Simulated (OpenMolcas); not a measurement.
# Ir³⁺ among point charges: CASSCF and CASPT2 levels and susceptibility

How does a field of 3 point charges split the states of Ir³⁺, and what χT follows?

The numbers are computed with OpenMolcas 26.06 (state-averaged CASSCF and CASPT2, spin-orbit coupling by RASSI with atomic mean-field integrals), except any that are marked as measured or tabulated.

## (1) The system

| Property | Result |
| --- | --- |
| Species | Ir³⁺ (iridium, Z = 77, 74 electrons) |
| Basis | ANO-RCC-VDZP [7s6p4d2f], 59 functions |
| Scalar Hamiltonian | DKH2, point nucleus |
| Inactive shells | 1s 2s 2p 3s 3p 3d 4s 4p 4d 4f 5s 5p |
| Active space | 6 electrons in 5 orbitals (5d) |
| Some configurations of this space | 5d6 |
| Orbitals | optimised for each spin and parity, averaged over all roots |

Outer shells as boxes (Hund's rule):

5d6
```
5d [↑↓][↑ ][↑ ][↑ ][↑ ]
```

The ion sits among 3 point charges of -2 e arranged as a planar triangle (D3h), 2.2 Å from the ion.

The work runs as a chain of OpenMolcas steps in one folder; each step below is one input file. Labels, J, g values, rates, χT and fits are worked out afterwards by a script from the matrices that RASSI stores.

## (2) One- and two-electron integrals

Contents of a.inp:

```
&GATEWAY
Coord
1

Ir 0.0 0.0 0.0
Basis=ANO-RCC-VDZP
Group=NoSym
NoMove
AngMom=0.0 0.0 0.0
AMFI
XField
3 Angstrom 0
2.200000 0.000000 0.000000 -2.000000
-1.100000 1.905256 0.000000 -2.000000
-1.100000 -1.905256 0.000000 -2.000000
&SEWARD
```

On the command line:

```console
$ OMP_NUM_THREADS=1 MOLCAS_MEM=1689 MOLCAS_PROJECT=a pymolcas a.inp > a.log
```

## (3) CASSCF: quintets, 5 roots

Contents of a.inp:

```
&RASSCF
FileOrb=start.orb
Symmetry=1
Spin=5
nActEl=6 0 0
Inactive=34
Ras2=5
CIRoot=5 5 1
SDav=5
CIMx=300
Iter=120 100
PrWF=0.3
OrbListing=Nothing
MaxOrb=0
>>> COPY $Project.JobIph JOB001
```

start.orb holds the contracted functions of the basis, ordered by shell, or the orbitals of the step before.

## (4) Reference wave functions, triplets, 45 roots

Contents of a.inp:

```
&RASSCF
FileOrb=start.orb
Symmetry=1
Spin=3
nActEl=6 0 0
Inactive=34
Ras2=5
CIRoot=45 45 1
SDav=45
CIMx=300
Iter=120 100
PrWF=0.3
OrbListing=Nothing
MaxOrb=0
>>> COPY $Project.JobIph JOB002
```

## (5) Reference wave functions, singlets, 50 roots

Contents of a.inp:

```
&RASSCF
FileOrb=start.orb
Symmetry=1
Spin=1
nActEl=6 0 0
Inactive=34
Ras2=5
CIRoot=50 50 1
SDav=50
CIMx=300
Iter=120 100
PrWF=0.3
OrbListing=Nothing
MaxOrb=0
>>> COPY $Project.JobIph JOB003
```

## (6) RASSI: spin-orbit coupling between the states

Contents of a.inp:

```
&RASSI
NrOfJobIphs=3 5 45 50
1 2 3 4 5
1 2 3 4 5 6 7 8 9 10 11 12 13 14 15 16 17 18 19 20 21 22 23 24 25 26 27
28 29 30 31 32 33 34 35 36 37 38 39 40 41 42 43 44 45
1 2 3 4 5 6 7 8 9 10 11 12 13 14 15 16 17 18 19 20 21 22 23 24 25 26 27
28 29 30 31 32 33 34 35 36 37 38 39 40 41 42 43 44 45 46 47 48 49 50
IphNames
JOB001
JOB002
JOB003
EJob
SpinOrbit
DIPRint=1.0
SOCoupling=1000.0
Subsets=2
Property=9
'ANGMOM' 1 'ANGMOM' 2 'ANGMOM' 3 'MLTPL  1' 1 'MLTPL  1' 2 'MLTPL  1' 3
'AMFI' 1 'AMFI' 2 'AMFI' 3
SOProperty=3
'ANGMOM' 1 'ANGMOM' 2 'ANGMOM' 3
```

## (7) CASPT2: IPEA 0.25, imaginary shift 0.1 (closed shells correlated: 4f 5s 5p)

Contents of a.inp:

```
>>> COPY JOB001 $Project.JobIph
&CASPT2
Multistate=5 1 2 3 4 5
NoMult
Frozen=23
IPEA=0.25
Imaginary=0.1
MaxIter=60
WThr=0.0 0.3 0.05
PrWF=0.5
NoMix
>>> COPY JOB002 $Project.JobIph
&CASPT2
Multistate=45 1 2 3 4 5 6 7 8 9 10 11 12 13 14 15 16 17 18 19 20 21 22
23 24 25 26 27 28 29 30 31 32 33 34 35 36 37 38 39 40 41 42 43 44 45
NoMult
Frozen=23
IPEA=0.25
Imaginary=0.1
MaxIter=60
WThr=0.0 0.3 0.05
PrWF=0.5
NoMix
>>> COPY JOB003 $Project.JobIph
&CASPT2
Multistate=50 1 2 3 4 5 6 7 8 9 10 11 12 13 14 15 16 17 18 19 20 21 22
23 24 25 26 27 28 29 30 31 32 33 34 35 36 37 38 39 40 41 42 43 44 45 46
47 48 49 50
NoMult
Frozen=23
IPEA=0.25
Imaginary=0.1
MaxIter=60
WThr=0.0 0.3 0.05
PrWF=0.5
NoMix
```

(Steps that only read results are left out.)

What does the calculation give? Wanted: spin-free ground state; first state of the same spin within the active space; lowest level; next level.

**Answer**, as computed:

```
                                            quantity                                                                           value
                                              method  SS-CASPT2, IPEA 0.25, imaginary shift 0.1 (closed shells correlated: 4f 5s 5p)
                              spin-free ground state                                                 5A1, 1-fold in its orbital part
first state of the same spin within the active space                                                                 5E at 4330 cm⁻¹
                                        lowest level                                                                       1-fold A1
                                          next level                                                                      573.9 cm⁻¹
                                         χT at 300 K                                                                  3.00 cm³ K/mol
                           effective moment at 300 K                                                                         4.90 μB
```

Cost by method:

| method | time of its own steps | time with the reference |
| --- | --- | --- |
| A. CASSCF | 22 s | 22 s |
| B. SS-CASPT2, IPEA 0.25, imaginary shift 0.1, +4f 5s 5p | 19 s | 41 s |

Times are of one thread on a shared host.

In words: The spin-free ground state (5A1) comes to 100 % from free-ion D terms and keeps the highest spin of the shell. χT at 300 K is 3.00, against 3.01 cm³ K/mol for the spin alone; near agreement at one temperature doesn't show that the orbital moment is quenched. An active space of the d shell alone favours high spin; real ions in strong fields can be low spin. CASPT2 does not keep the components of a term degenerate, and the means are used. The field of point charges can differ much from that of real complexes. With metal d orbitals alone active, the gaps between spin states are rough; where two lie within a few thousand cm-1, their order is open. This is an electrostatic model: the charges have no orbitals.
